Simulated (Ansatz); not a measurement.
Working through cell relaxations under several functionals of Cu, space group P6_3/mmc

Computed with the Ansatz DFT code, driven from Python.

The cells in order, each with its output:

In [1]:
```python
import ansatz
import numpy as np

def edges_and_angles(cell):
    cell = np.asarray(cell)
    a, b, c = np.linalg.norm(cell, axis=1)
    cosines = cell[1] @ cell[2] / (b * c), cell[0] @ cell[2] / (a * c), cell[0] @ cell[1] / (a * b)
    return (a, b, c, *np.degrees(np.arccos(cosines)))
```

In [2]:
```python
lattice = ansatz.Lattice.of(
    [2.530764, 0.0, 0.0],
    [-1.265382, 2.191706, 0.0],
    [0.0, 0.0, 8.261815],
)
sites = [
    ('Cu', [0.0, 0.0, 0.0]),
    ('Cu', [1 / 3, 2 / 3, 0.25]),
    ('Cu', [0.0, 0.0, 0.5]),
    ('Cu', [2 / 3, 1 / 3, 0.75]),
]
system = ansatz.Crystal(lattice=lattice)
for symbol, position in sites:
    system = system.atom(symbol, position)
```

In [3]:
```python
[site.symbol for site in system.resolved().sites]
```
Out [3]:
```text
['Cu', 'Cu', 'Cu', 'Cu']
```

In [4]:
```python
base = system.calculation()
base = base.basis(510).kpoints(spacing=0.29)
base = base.occupations('methfessel_paxton', width=150 * ansatz.meV)
base = base.relax(cell=True)
```

In [5]:
```python
levels = [('pbesol', 'd3bj'), ('pbesol', 'none'), ('blyp', 'd3bj')]
print('level            a       b       c    alpha   beta  gamma  V/atom  steps')
for name, dispersion in levels:
    seen = []
    run = base.functional(name, dispersion=dispersion).session().plan()
    res = run.execute(on_event=lambda e: seen.append(e) if e['event'] == 'relax_step' else None)
    cell = res.lattice.cell_ang
    label = name if dispersion == 'none' else f'{name}+{dispersion}'
    print('{:13s} {:7.4f} {:7.4f} {:7.4f} {:6.2f} {:6.2f} {:6.2f}'.format(label, *edges_and_angles(cell)), f'{abs(np.linalg.det(cell)) / len(res.lattice.sites):7.3f} {len(seen):5d}')
```
```text
level            a       b       c    alpha   beta  gamma  V/atom  steps
pbesol+d3bj    2.4879  2.4879  8.0782  90.00  90.00 120.00  10.826     6
pbesol         2.5278  2.5278  8.1905  90.00  90.00 120.00  11.331     6
blyp+d3bj      2.5132  2.5132  8.1470  90.00  90.00 120.00  11.141     5
```

From smallest to largest: PBEsol+D3BJ (10.83 Å³ an atom, -5.5 % against the start), BLYP+D3BJ (11.14 Å³ an atom, -2.8 % against the start) and PBEsol (11.33 Å³ an atom, -1.1 % against the start). The spread is 4.7 % in volume.

Reading the output:
- Spin is left out of this run.
- Forces vanish by symmetry, so the ions can't move, and the end may be a saddle.
- BLYP and dispersion corrections can be off by several per cent in the lattices of metals, and by several GPa in the pressure at a fixed cell.
- For a metal this k-point mesh is coarse: on a finer one energies can move by several to tens of meV an atom and pressures by half a GPa or more, differences at one mesh by less.
- This isn't the structure that Cu takes at ambient conditions.
- Run time: 50 s on 1 thread of Intel(R) Xeon(R) Processor @ 2.30GHz, on a shared host, peak memory 0.57 GiB.
